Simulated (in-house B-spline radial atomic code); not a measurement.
# Tm²⁷⁺: ionisation energy by several methods

Aim: the ionisation energy of Tm²⁷⁺ by several methods, each as the difference of two self-consistent energies (Tm²⁷⁺ and the next ion, [Kr] 4d5).

Method: scalar-relativistic (X2C), several functionals, spin-polarised; spherical all-electron atom at the radial basis limit. Code: in-house B-spline radial atomic code version 1.

### Step 1. The atom as given

```
element       : thulium (Z = 69)
charge        : +27
electrons     : 42
configuration : [Kr] 4d6
nucleus       : Fermi, rms radius 5.226 fm
```

Outer shells as boxes (Hund's rule):

[Kr] 4d6
```
[Kr] core
4d [↑↓][↑ ][↑ ][↑ ][↑ ]
```

Where spins are not typed, each open shell is filled with up spins first.

### Step 2. PBE

Settings, as recorded:

```ini
Z = 69
electrons = 42.0
configuration = [Kr] 4d6
hamiltonian = x2c
method = pbe,pbe
spin_polarised = True
nucleus = fermi
rms_radius = 5.2256
mass_number = 169
atomic_mass = 168.934218956
speed_of_light = 137.035999084
```

### Step 3. LDA (VWN5)

Changes to the settings of step 2:

```diff
@@ -4,3 +4,3 @@
 hamiltonian = x2c
-method = pbe,pbe
+method = lda,vwn
 spin_polarised = True
```

### Step 4. OLYP

Changes to the settings of step 3:

```diff
@@ -4,3 +4,3 @@
 hamiltonian = x2c
-method = lda,vwn
+method = optx,lyp
 spin_polarised = True
```

### Step 5. TPSS

Changes to the settings of step 4:

```diff
@@ -4,3 +4,3 @@
 hamiltonian = x2c
-method = optx,lyp
+method = tpss,tpss
 spin_polarised = True
```

**Question.** The tabulated ionisation energy is 1004 ± 4 eV (tabulated theoretical; NIST Atomic Spectra Database). What does each method give, and which comes nearest?

**Answer**, as computed:

| method | rung | total energy (hartree) | ΔSCF (eV) | −ε highest (eV) | ΔSCF less tabulated (eV) |
| --- | --- | --- | --- | --- | --- |
| LDA (VWN5) | LDA | -13213.0610 | 1005.29 | 982.93 (4d down) | +1.29 |
| PBE | GGA | -13222.6021 | 1004.75 | 982.51 (4d down) | +0.75 |
| OLYP | GGA | -13226.6158 | 1006.50 | 984.29 (4d down) | +2.50 |
| TPSS | meta-GGA | -13222.5668 | 1004.29 | 982.13 (4d down) | +0.29 |

Tables give 1004 ± 4 eV (tabulated theoretical; NIST Atomic Spectra Database) for the ionisation energy. TPSS misses by +0.29 eV, the least, and OLYP by +2.50 eV (0.25 %), the most. Mean absolute error by rung (exchange-only levels left out): LDA 1.29 eV, GGA 1.63 eV, meta-GGA 0.29 eV. The table's own uncertainty is as large as these misses, so the order means little. Relativistic terms that these runs lack can be as large as the gaps between close methods, so the nearest may be so by luck. PBE is off by +0.75 eV. Spin-orbit coupling is left out. Open shells are averaged (over orientations, and over spins where the run is restricted), while tables refer to the lowest levels.

Members of this set that are not shown: 3 used exact exchange with fractional occupations of an open shell, which is unsound here.
